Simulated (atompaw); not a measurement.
# A PAW (atompaw) potential for iridium, from input to tests

Task: generate the file, and judge it by its logarithmic derivatives, its ghosts and its cutoff.

The numbers are computed with atompaw 4.2.0.5 (PBE, scalar-relativistic, spin-unpolarised reference atom).

## 1. The atom and the settings

Typed settings, in words:

| Item | Value |
| --- | --- |
| element | iridium (Ir, Z = 77) |
| type | PAW |
| frozen core | [Kr] 4d10 4f14 |
| valence charge | 17 |
| reference configuration | 5s2 5p6 5d8 6s1 6p0 |
| partial waves | 5s (bound): rc 1.10 bohr; 6s (bound): rc 1.46 bohr; 5p (bound): rc 1.46 bohr; 6p (bound, empty): rc 1.96 bohr; 5d (bound): rc 1.96 bohr; 5d channel at 2 Ry: rc 1.96 bohr; 5f channel at 0.2 Ry: rc 1.96 bohr; 5f channel at 1.7 Ry: rc 1.46 bohr |
| local potential | vpsmatchnc scheme with l = 4 at -0.5 Ry, radius 1.42 bohr |
| core correction | smooth core density matched at 1.88 bohr |
| augmentation charge | gaussian compensation charge, radius 1.50 bohr; PAW radius 1.96 bohr; waves and projectors: custom polynom2 7 10 vanderbiltortho |

The outer shells as boxes (Hund's rule for the drawing; the calculation is spin-unpolarised):

```
[Kr] core
4d [↑↓][↑↓][↑↓][↑↓][↑↓]
4f [↑↓][↑↓][↑↓][↑↓][↑↓][↑↓][↑↓]
5s [↑↓]
5p [↑↓][↑↓][↑↓]
5d [↑↓][↑↓][↑↓][↑ ][↑ ]
6s [↑ ]
6p [  ][  ][  ]
```

The nodes and maxima of the atom's own shells, from an earlier all-electron run, set the scale for the radii.

All-electron outer shells of the reference configuration (PBE, scalar-relativistic, ld1.x):

```json
{"shell": "4d", "level (eV)": "-288.33", "outermost node (bohr)": "0.21", "outermost maximum (bohr)": "0.42"}
{"shell": "5s", "level (eV)": "-95.43", "outermost node (bohr)": "0.50", "outermost maximum (bohr)": "0.89"}
{"shell": "4f", "level (eV)": "-59.54", "outermost node (bohr)": "–", "outermost maximum (bohr)": "0.39"}
{"shell": "5p", "level (eV)": "-52.30", "outermost node (bohr)": "0.54", "outermost maximum (bohr)": "1.01"}
{"shell": "6s", "level (eV)": "-5.55", "outermost node (bohr)": "1.17", "outermost maximum (bohr)": "2.44"}
{"shell": "5d", "level (eV)": "-5.42", "outermost node (bohr)": "0.59", "outermost maximum (bohr)": "1.31"}
{"shell": "6p", "level (eV)": "-0.91", "outermost node (bohr)": "1.40", "outermost maximum (bohr)": "3.74"}
```

## 2. Generating the potential

Ir.input

```
Ir 77
GGA-PBE scalarrelativistic loggrid 2001 logderivrange -9 5 351
6 6 5 4 0 0
6 0 1
6 1 0
5 2 8
0 0 0
c
c
c
c
v
v
c
c
c
v
v
c
c
v
c
3
1.96 1.50 1.42 1.88
n
n
y
2
n
y
0.2
y
1.7
n
custom polynom2 7 10 vanderbiltortho gaussian
4 -0.5 vpsmatchnc
1.10
1.46
1.46
1.96
1.96
1.96
1.96
1.46
PWSCFOUT
UPFDX 0.0125d0 UPFXMIN -7.d0 UPFZMESH 77.d0
END
```

Command:

```bash
$ atompaw < Ir.input > Ir.log
```

**Question.** What will these runs give? Wanted: cutoffs for 10 and 1 mRy, occupied levels; bound ghosts; largest phase difference near zero energy, channels read; lowest eigenvalue of the overlap; share of valence orbitals outside the PAW sphere; UPF file.

**Answer**, as computed:

| quantity | value |
| --- | --- |
| cutoffs for 10 and 1 mRy, occupied levels | 45 Ry and 260 Ry |
| bound ghosts | s at -103.73 eV, f at -27.25 eV |
| largest phase difference near zero energy, channels read | 0.006 rad |
| lowest eigenvalue of the overlap (Bessel basis) | 0.297 (s) |
| share of valence orbitals outside the PAW sphere | 5s 1 %, 6s 85 %, 5p 4 %, 6p 97 %, 5d 33 % |
| UPF file | written |

A bound ghost (s, f) makes it unfit for use: electrons can fall into a state that the atom doesn't have. It counts as of middling hardness, with 45 Ry needed at the looser tolerance. The tighter tolerance needs 260 Ry, and converged work needs a cutoff nearer that. The slowest occupied level is 5p: taken alone it needs 60 Ry to come within 1 mRy, against 40 Ry for 5s. Near zero energy the phases of the channels with partial waves agree within 0.006 rad. The pseudo curves have a pole with no partner nearby in the atom's: s at -7.62 Ry. Note that the frozen 4f shell (-60 eV) lies higher than the valence 5s shell (-95 eV). All of this concerns the isolated atom, not yet a solid.
